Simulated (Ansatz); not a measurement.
Run this with Ansatz 0.2.0 through its Python package and show what comes out.

Script `run_bde.py`:
```python
'''Cost of removing each kind of hydrogen from CH6AlBS, fragments frozen.'''

import ansatz as az


def single_point(molecule, charge=0, unpaired=0):
    calc = molecule.calculation().basis(gaussian='cc-pVDZ').functional('r2scan')
    if charge:
        calc = calc.charge(charge)
    if unpaired:
        calc = calc.spin('collinear', total=unpaired)
    return calc.run(threads=1).report['free_energy_ev']

def without(molecule, index):
    rest = az.Crystal.molecule()
    for i, site in enumerate(molecule.cartesian_sites):
        if i != index:
            rest = rest.atom(site.symbol, site.position_ang)
    return rest


def main() -> None:
    geometry_ang = [
        ('C', (-0.9561, 1.3782, -0.1905)),
        ('Al', (0.7706, 0.6414, 0.2335)),
        ('B', (0.9291, -1.3942, 0.4625)),
        ('S', (-0.4735, -2.4909, 0.2803)),
        ('H', (-1.3659, 0.9894, -1.1774)),
        ('H', (-0.9136, 2.5404, -0.2987)),
        ('H', (-1.6955, 1.1807, 0.6113)),
        ('H', (2.0875, 1.61, 0.3846)),
        ('H', (2.0183, -1.8518, 0.7699)),
        ('H', (-0.3176, -2.6544, -1.0726)),
    ]
    ch6albs = az.Crystal.molecule()
    for symbol, xyz in geometry_ang:
        ch6albs = ch6albs.atom(symbol, xyz)

    whole = single_point(ch6albs, 0)
    hydrogen = single_point(az.Crystal.molecule().atom('H', (0, 0, 0)), 0, 1)
    print(f'E(molecule) = {whole:.5f} eV, E(H) = {hydrogen:.5f} eV')
    for index in [6, 7, 8]:
        radical = single_point(without(ch6albs, index), 0, 1)
        print(f'H{index}: homolysis {96.485332 * (radical + hydrogen - whole):.1f} kJ/mol')


if __name__ == '__main__':
    main()
```

Running `python run_bde.py` prints:
```text
E(molecule) = -19239.29818 eV, E(H) = -13.58415 eV
H6: homolysis 447.7 kJ/mol
H7: homolysis 321.3 kJ/mol
H8: homolysis 316.5 kJ/mol
```

The settings weren't tested for convergence. The geometry is a force-field or estimated start, not a minimum of this method, and the basis set is short of its limit. All parts are taken at fixed geometry, without zero-point energy. The expectation value of S² is noticeably off S(S+1) in at least one run, so that state is spin-contaminated. Hardware and time: 98 s on 1 thread of Arm Neoverse V1, on a shared host, peak memory 0.33 GiB.
